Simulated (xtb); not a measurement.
**GaSiH3SO (SMILES [O]1[SiH2][S][GaH]1) at GFN2-xTB**

Wanted: a geometry optimisation of GaSiH3SO. 

The results are computed with xtb 6.7.1.

2 further runs of the same task are left out: 2 set aside as unsound or not needed.

## Step 1: The structure to begin with

GaSiH3SO: 7 atoms, total charge 0, spin state singlet. SMILES: `[O]1[SiH2][S][GaH]1`. All atoms were displaced at random from a relaxed shape. The run starts from this shape.

Bond lengths: O1–Si2 1.664 Å, Si2–S3 2.158 Å, O1–Ga4 1.892 Å, S3–Ga4 2.129 Å, Si2–H5 1.393 Å, Si2–H6 1.595 Å, Ga4–H7 1.632 Å. Some angles: O1–Si2–S3 95.6°, Si2–O1–Ga4 97.2°, Si2–S3–Ga4 77.1°, O1–Ga4–S3 90.1°, O1–Si2–H5 115.6°, O1–Si2–H6 109.4°, S3–Si2–H5 104.6°, S3–Si2–H6 107.8°, O1–Ga4–H7 107.9°, S3–Ga4–H7 162.0°.

## Step 2: A geometry optimisation at GFN2-xTB

xcontrol

```
$opt
   hessian=swart
$end
```

struc.xyz

```xyz
7
start
O     -1.08193     0.14441    -0.27962
Si     0.02362     0.77285     0.79319
S      1.67588    -0.44530     0.12892
Ga     0.08868    -1.06121    -1.14924
H      0.42934     2.08185     0.54137
H     -0.35543     0.31377     2.27324
H     -0.75040    -1.80719    -2.33385
```

The run is started by

```console
$ xtb struc.xyz --gfn 2 -o normal -I xcontrol > out.txt 2> xtb.err
```

What values should one expect? Wanted: total energy at the end; dipole moment; HOMO energy; LUMO energy; HOMO–LUMO gap; dispersion energy; mean polarisability.

Answer, from the run:

At GFN2-xTB:

| quantity | value |
| --- | --- |
| total energy at the end | -11.88830 Eh |
| dipole moment | 1.45 D |
| HOMO energy | -10.57 eV |
| LUMO energy | -7.63 eV |
| HOMO–LUMO gap | 2.94 eV |
| dispersion energy | -13.89 kJ/mol |
| mean polarisability (D4 model) | 87.3 bohr³ |

What this shows: At the final geometry: Bond lengths: O1–Si2 1.601 Å, Si2–S3 2.261 Å, O1–Ga4 1.906 Å, S3–Ga4 2.195 Å, Si2–H5 1.457 Å, Si2–H6 1.456 Å, Ga4–H7 1.552 Å. Some angles: O1–Si2–S3 95.7°, Si2–O1–Ga4 100.2°, Si2–S3–Ga4 74.5°, O1–Ga4–S3 89.6°, O1–Si2–H5 113.7°, O1–Si2–H6 114.1°, S3–Si2–H5 105.7°, S3–Si2–H6 106.1°, O1–Ga4–H7 113.9°, S3–Ga4–H7 156.4°. The optimisation took 11 steps and changed the energy by -0.372 eV.
